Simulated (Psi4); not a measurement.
# CH3FSn (SMILES [CH3][Sn][F]): levels of theory compared

We compute a comparison of 5 runs (HF/def2-SVP, PWB6K/STO-3G, ULDA0/STO-3G, PBE/def2-SVP, MP2/def2-TZVP) of CH3FSn. 

Program for the calculation: Psi4 1.11.

1 further run of the same task is left out (set aside as unsound or not needed).

## (1) The system as given

CH3FSn has 6 atoms, charge 0, and is taken as a singlet. As SMILES, `[CH3][Sn][F]`. Geometry: relaxed at PBE0-D4/def2-TZVP.

Bond lengths: C1–Sn2 2.175 Å, Sn2–F3 1.952 Å, C1–H4 1.094 Å, C1–H5 1.094 Å, C1–H6 1.092 Å. Angles: C1–Sn2–F3 92.9°, Sn2–C1–H4 108.9°, Sn2–C1–H5 108.8°, Sn2–C1–H6 113.1°, H4–C1–H5 107.3°, H4–C1–H6 109.3°, H5–C1–H6 109.2°.

## (2) Energy and gradient at HF/def2-SVP (core potential) (run 1)

job.dat

```
memory 1600 MB

molecule mol {
  0 1
  C     -0.389800     0.421200    -0.282900
  Sn     0.257100    -0.620500     1.513600
  F      1.621600    -1.634100     0.554100
  H     -0.684900    -0.317800    -1.033900
  H      0.458100     0.979400    -0.691900
  H     -1.220000     1.107700    -0.105200
  symmetry c1
  no_reorient
  no_com
}

set basis def2-SVP
set puream true
set e_convergence 1e-09
set d_convergence 1e-08
set scf_type pk

E, wfn = gradient("scf", return_wfn=True)
oeprop(wfn, "MAYER_INDICES", "WIBERG_LOWDIN_INDICES", "DIPOLE")
print_variables()
```

Command:

```console
$ psi4 job.dat job.out -n 1
```

job.out:

```text
[...]
    !!!  WARNING: ECP capability is in beta. Please check occupations closely.  !!!
[...]
  Running in c1 symmetry.
[...]
  Nuclear repulsion =  121.887130831257650
[...]
  Multiplicity = 1
[...]
  Nalpha       = 20
  Nbeta        = 20
[...]
    Number of basis functions: 69
[...]
   @RHF iter   1:  -352.16040969336814   -2.18313e+00   7.96901e-03 DIIS/ADIIS
[...]
   @RHF iter  12:  -352.31011680117876   -1.59162e-12   3.32644e-09 DIIS
[...]
    Orbital Energies [Eh]
    ---------------------
    Doubly Occupied:
       1A    -26.194557     2A    -11.216889     3A     -5.876206
       4A     -4.070024     5A     -4.063043     6A     -4.057230
       7A     -1.462732     8A     -1.335123     9A     -1.334200
      10A     -1.328249    11A     -1.320457    12A     -1.313774
      13A     -0.919016    14A     -0.636844    15A     -0.573850
      16A     -0.565313    17A     -0.550911    18A     -0.547133
      19A     -0.484729    20A     -0.326761
[...]
  @RHF Final Energy:  -352.31011680117876
   => Energetics <=
    Nuclear Repulsion Energy =            121.8871308312576502
    One-Electron Energy =                -812.0404154661423490
    Two-Electron Energy =                 337.8431678337059338
    Total Energy =                       -352.3101168011787649
[...]
  -Total Gradient:
     Atom            X                  Y                   Z
    ------   -----------------  -----------------  -----------------
       1        0.000478779036    -0.001349106828     0.003345486053
       2       -0.001477257104     0.002486277494    -0.004486940037
       3        0.000276749546    -0.000267789975     0.000038567625
       4        0.000253294688    -0.000664298914     0.000316699838
       5        0.000603227311    -0.000243708451     0.000409988854
       6       -0.000134793477     0.000038626676     0.000376197667
[...]
```

Run time: 5.7 s. Hardware: 1 thread of Intel Xeon Platinum 8259CL at 2.50GHz (Skylake/Cascade Lake), shared host; peak memory 0.23 GiB.

## (3) A single-point energy at PWB6K/STO-3G (run 2)

ch3fsn.xyz

```xyz
6
CH3FSn
C     -0.389800     0.421200    -0.282900
Sn     0.257100    -0.620500     1.513600
F      1.621600    -1.634100     0.554100
H     -0.684900    -0.317800    -1.033900
H      0.458100     0.979400    -0.691900
H     -1.220000     1.107700    -0.105200
```

job.py

```python
import psi4

psi4.set_memory('1600 MB')
psi4.set_num_threads(1)
psi4.set_output_file('output.dat', False)

with open('ch3fsn.xyz') as f:
    atoms = ''.join(f.readlines()[2:])
mol = psi4.geometry('0 1\n' + atoms + '')

psi4.set_options(dict(reference='rks', scf_type='pk'))

E, wfn = psi4.energy("pwb6k/STO-3G", molecule=mol, return_wfn=True)
print(f'total energy {E:.8f} hartree = {E * 27.211386:.5f} eV')
```

Command:

```console
$ python job.py
```

output.dat:

```text
[...]
  Running in c1 symmetry.
[...]
  Nuclear repulsion =  247.233487967658505
[...]
  Multiplicity = 1
[...]
  Nalpha       = 34
  Nbeta        = 34
[...]
    Number of basis functions: 40
[...]
   @RKS iter   1: -6104.79620803154558   -3.32624e+00   1.06645e-02 ADIIS/DIIS
[...]
   @RKS iter   8: -6104.94283036747493   -4.64570e-09   1.22258e-07 DIIS
[...]
  @RKS Final Energy: -6104.94283036747493
   => Energetics <=
    Nuclear Repulsion Energy =            247.2334879676585047
    One-Electron Energy =               -8935.0131929558356205
    Two-Electron Energy =                2682.4434717626941165
    DFT Exchange-Correlation Energy =     -99.6065971419909602
    Empirical Dispersion Energy =           0.0000000000000000
    VV10 Nonlocal Energy =                  0.0000000000000000
    Total Energy =                      -6104.9428303674749259
[...]
 Multipole Moments:
 ------------------------------------------------------------------------------------
     Multipole            Electronic (a.u.)      Nuclear  (a.u.)        Total (a.u.)
 ------------------------------------------------------------------------------------
 L = 1.  Multiply by 2.5417464519 to convert [e a0] to [Debye]
 Dipole X            :          1.4966997           -1.6144213           -0.1177216
 Dipole Y            :         -3.9349371            4.0191758            0.0842387
 Dipole Z            :         10.2501629          -10.1524151            0.0977478
 Magnitude           :                                                    0.1746687
[...]
```

The script printed:

```text
total energy -6104.94283037 hartree = -166123.95587 eV
```

Wall time 5.1 s (1 thread of Intel Xeon Platinum 8259CL at 2.50GHz (Skylake/Cascade Lake), shared host); peak memory 0.45 GiB.

Runs 3 to 4 aren't shown in full; the table further down has their settings and results.

## (4) The energy at MP2/def2-TZVP (core potential) (run 5)

run.py

```python
import numpy as np
from ase.calculators.psi4 import Psi4
from ase import Atoms

a = Atoms(['C', 'Sn', 'F', 'H', 'H', 'H'], positions=[
    [-0.389800, 0.421200, -0.282900],
    [0.257100, -0.620500, 1.513600],
    [1.621600, -1.634100, 0.554100],
    [-0.684900, -0.317800, -1.033900],
    [0.458100, 0.979400, -0.691900],
    [-1.220000, 1.107700, -0.105200],
])
calc = Psi4(atoms=a, method='mp2', basis='def2-TZVP', memory='1600MB', num_threads=1, charge=0, multiplicity=1, label='psi4-calc')
calc.psi4.set_options({'puream': True, 'e_convergence': 1e-09, 'd_convergence': 1e-08, 'scf_type': 'pk', 'num_frozen_docc': 6, 'mp2_type': 'conv'})
a.calc = calc

print(f'energy: {a.get_potential_energy():.6f} eV')
```

Command:

```console
$ python run.py
```

psi4-calc.dat:

```text
[...]
    !!!  WARNING: ECP capability is in beta. Please check occupations closely.  !!!
[...]
  Running in c1 symmetry.
[...]
  Nuclear repulsion =  121.887130831257650
[...]
  Multiplicity = 1
[...]
  Nalpha       = 20
  Nbeta        = 20
[...]
    Number of basis functions: 130
[...]
   @RHF iter   1:  -352.28133362254476   -1.99336e+00   5.29437e-03 DIIS/ADIIS
[...]
   @RHF iter  13:  -352.49495117763388   -1.95541e-11   4.54935e-09 DIIS
[...]
  @RHF Final Energy:  -352.49495117763388
   => Energetics <=
    Nuclear Repulsion Energy =            121.8871308312576502
    One-Electron Energy =                -812.3169928783316891
    Two-Electron Energy =                 337.9349108694401593
    Total Energy =                       -352.4949511776338795
[...]
 Multipole Moments:
 ------------------------------------------------------------------------------------
     Multipole            Electronic (a.u.)      Nuclear  (a.u.)        Total (a.u.)
 ------------------------------------------------------------------------------------
 L = 1.  Multiply by 2.5417464519 to convert [e a0] to [Debye]
 Dipole X            :         -4.7199719            3.8599157           -0.8600561
 Dipole Y            :         -2.2732150            2.9545048            0.6812898
 Dipole Z            :         26.4716070          -26.0369097            0.4346973
 Magnitude           :                                                    1.1801755
[...]
	SCS-MP2 Total Energy (a.u.)        :  -353.19265949036776
	SOS-MP2 Total Energy (a.u.)        :  -353.12306697689428
	SCSN-MP2 Total Energy (a.u.)       :  -352.86239964877370
[...]
	SOS-PI-MP2 Total Energy (a.u.)     :  -353.22775294343768
[...]
	MP2 Total Energy (a.u.)            :  -353.22715855077121
[...]
```

Standard output:

```text
energy: -9611.800566 eV
```

Wall time 20 s (1 thread of Intel Xeon Platinum 8259CL at 2.50GHz (Skylake/Cascade Lake), shared host); peak memory 1 GiB.

## (5) Overview of the runs

| run | level | task | core potential | energy (Eh) | dipole moment (D) | HOMO energy (eV) | LUMO energy (eV) | wall time |
| --- | --- | --- | --- | --- | --- | --- | --- | --- |
| 1 | HF/def2-SVP (core potential) | gradient | def2 | -352.310117 | 2.99 | -8.89 | 0.32 | 5.7 s |
| 2 | PWB6K/STO-3G | energy | none | -6104.942830 | 0.44 | -3.82 | 1.79 | 5.1 s |
| 3 | ULDA0/STO-3G | energy | none | -6097.355008 | 0.18 | -2.61 | 1.41 | 5.7 s |
| 4 | PBE/def2-SVP (core potential) | gradient | def2 | -353.809084 | 2.27 | -5.43 | -3.09 | 18 s |
| 5 | MP2/def2-TZVP (core potential) | energy | def2 | -353.227159 | – | -8.94 | 0.14 | 20 s |

## (6) Outcome

| quantity | value |
| --- | --- |
| run 5: total energy | -353.22716 Eh |
| run 5: HOMO energy (Hartree–Fock orbitals) | -8.94 eV |
| run 5: LUMO energy (Hartree–Fock orbitals) | 0.14 eV |
| run 5: HOMO–LUMO gap (Hartree–Fock orbitals) | 9.08 eV |
| run 5: correlation energy (6 core orbitals frozen) | -732.2 mEh |

**Reading.** Over runs 1, 2, 3, 4 the dipole moment (its size) runs from 0.18 D (ULDA0/STO-3G) to 2.99 D (HF/def2-SVP). The two ends differ in method and basis and core potential. Over runs 1, 2, 3, 4 the HOMO–LUMO gap runs from 2.35 eV (PBE/def2-SVP) to 9.21 eV (HF/def2-SVP). Exact exchange widens orbital gaps. Totals of different functionals can't be ranked against each other. Some runs of one species differ in core potentials or relativity; totals across that change don't compare. In runs 2, 3 the basis is minimal, so the values are rough. In runs 2, 3 relativity is left out where basis or elements ask for it. All runs together took 55 s, the longest 20 s.
